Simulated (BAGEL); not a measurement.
# BHBr (SMILES [BH]Br): UHF/STO-3G (density fitting with qzvpp-jkfit)

Aim: the vertical ionisation energy of BHBr at UHF/STO-3G (density fitting with qzvpp-jkfit), from 2 runs. 

The calculation is run with BAGEL 1.2.2.

1 further run of the same task is left out (set aside as unsound or not needed).

## (1) Starting point

The species is BHBr (3 atoms), meant as a doublet with charge 0. As SMILES, `[BH]Br`. Geometry: relaxed at PBE0-D4/def2-TZVP.

Bond lengths: B1–Br2 1.868 Å, B1–H3 1.193 Å. Angles: Br2–B1–H3 123.6°.

## (2) The energy at UHF/STO-3G (density fitting with qzvpp-jkfit)

The input, input.json:

```json
{ "bagel" : [

{
  "title" : "molecule",
  "basis" : "sto-3g",
  "df_basis" : "qzvpp-jkfit",
  "angstrom" : true,
  "geometry" : [
    { "atom" : "B", "xyz" : [      -0.094500,      -0.523000,      -0.115700 ] },
    { "atom" : "Br", "xyz" : [       1.181000,       0.563200,       0.709800 ] },
    { "atom" : "H", "xyz" : [      -1.097400,      -0.105000,      -0.607300 ] }
  ]
},

{
  "title" : "uhf",
  "nopen" : 1
},

{
  "title" : "print",
  "file" : "orbitals.molden",
  "orbitals" : true
}

]}
```

Run with:

```console
$ BAGEL_NUM_THREADS=1 BAGEL input.json > input.out
```

The program printed:

```text
* using 1 threads per process

  ===============================================================
  ===============================================================

  *** Geometry ***

  { "atom" : "B", "xyz" : [     -0.178579,     -0.988327,     -0.218641 ] },
  { "atom" : "Br", "xyz" : [      2.231767,      1.064294,      1.341328 ] },
  { "atom" : "H", "xyz" : [     -2.073785,     -0.198421,     -1.147631 ] },

  Number of auxiliary basis functions:      359

  Since a DF basis is specified, we compute 2- and 3-index integrals:
    o Being stored without compression. Storage requirement is 0.002 GB

  Number of basis functions:       24
  Number of electrons      :       41

    * METHOD: MOLECULE                             0.08

  *** Open-shell HF ***

  === Nuclear Repulsion ===
    58.6237283535

      * DIIS with orbital gradients will be used.

  === UHF iteration (sto-3g) ===
      0      -2569.50802597          0.02202134           0.02
      1      -2569.55354566          0.00650123           0.02
      2      -2569.55982475          0.00295170           0.02
      3      -2569.56146808          0.00100780           0.02
      4      -2569.56182553          0.00018409           0.02
      5      -2569.56188353          0.00004548           0.02
      6      -2569.56188946          0.00001026           0.02
      7      -2569.56189000          0.00000399           0.02
      8      -2569.56189008          0.00000127           0.02
      9      -2569.56189008          0.00000028           0.02
     10      -2569.56189008          0.00000009           0.02
     11      -2569.56189008          0.00000002           0.02
     12      -2569.56189008          0.00000000           0.02
    * SCF iteration converged.

    * S^2 (UHF) is 0.7536

    * Permanent dipole moment:
           (    0.230321,     0.238647,     0.154325) a.u.

    * METHOD: UHF                                  0.32

    * METHOD: PRINT                                0.00

  ===============================================================
```

It took 0.52 s on 1 thread of Arm Neoverse V1, shared host; peak memory 0.082 GiB.

## (3) The singlet cation, same level

The input, input.json:

```json
{ "bagel": [

{
  "title": "molecule",
  "basis": "sto-3g",
  "df_basis": "qzvpp-jkfit",
  "angstrom": true,
  "geometry": [
    { "atom": "B", "xyz": [      -0.094500,      -0.523000,      -0.115700 ] },
    { "atom": "Br", "xyz": [       1.181000,       0.563200,       0.709800 ] },
    { "atom": "H", "xyz": [      -1.097400,      -0.105000,      -0.607300 ] }
  ]
},

{
  "title": "hf",
  "charge": 1
},

{
  "title": "print",
  "file": "orbitals.molden",
  "orbitals": true
}

]}
```

Run with:

```console
$ BAGEL_NUM_THREADS=1 BAGEL input.json > input.out
```

The program printed:

```text
* using 1 threads per process

  ===============================================================
  ===============================================================

  *** Geometry ***

  { "atom" : "B", "xyz" : [     -0.178579,     -0.988327,     -0.218641 ] },
  { "atom" : "Br", "xyz" : [      2.231767,      1.064294,      1.341328 ] },
  { "atom" : "H", "xyz" : [     -2.073785,     -0.198421,     -1.147631 ] },

  Number of auxiliary basis functions:      359

  Since a DF basis is specified, we compute 2- and 3-index integrals:
    o Being stored without compression. Storage requirement is 0.002 GB

  Number of basis functions:       24
  Number of electrons      :       41

    * METHOD: MOLECULE                             0.09

  *** RHF ***

  === Nuclear Repulsion ===
    58.6237283535

      * DIIS with orbital gradients will be used.

  === RHF iteration (sto-3g) ===
      0      -2569.19259965          0.02063512           0.01
      1      -2569.25882978          0.01707940           0.01
      2      -2569.30907758          0.00184441           0.01
      3      -2569.31022361          0.00037392           0.01
      4      -2569.31027719          0.00016990           0.01
      5      -2569.31029302          0.00002295           0.01
      6      -2569.31029323          0.00000347           0.01
      7      -2569.31029323          0.00000111           0.01
      8      -2569.31029323          0.00000026           0.01
      9      -2569.31029323          0.00000009           0.01
     10      -2569.31029323          0.00000003           0.01
     11      -2569.31029323          0.00000001           0.01
     12      -2569.31029323          0.00000000           0.01
    * SCF iteration converged.

    * Permanent dipole moment:
           (    1.398539,     1.444362,     0.936498) a.u.

    * METHOD: HF                                   0.21

    * METHOD: PRINT                                0.00

  ===============================================================
```

Run time: 0.42 s. Hardware: 1 thread of Arm Neoverse V1, shared host; peak memory 0.082 GiB.

## (4) What came out

Level: UHF/STO-3G (density fitting with qzvpp-jkfit).

| quantity | value |
| --- | --- |
| doublet BHBr: total energy | -2569.56189 Eh |
| doublet BHBr: dipole moment | 0.93 D |
| doublet BHBr: ⟨S²⟩ | 0.754 |
| singlet cation: total energy | -2569.31029 Eh |
| singlet cation: HOMO energy | -17.71 eV |
| singlet cation: LUMO energy | -5.62 eV |
| singlet cation: HOMO–LUMO gap | 12.09 eV |
| vertical ionisation energy (to the singlet cation) | 6.846 eV |

What this shows: The vertical ionisation energy comes to 6.85 eV (158 kcal/mol). Only the singlet of the ionised species was computed; a triplet could lie lower. In a minimal basis such a difference can be off by several eV, whatever the method.
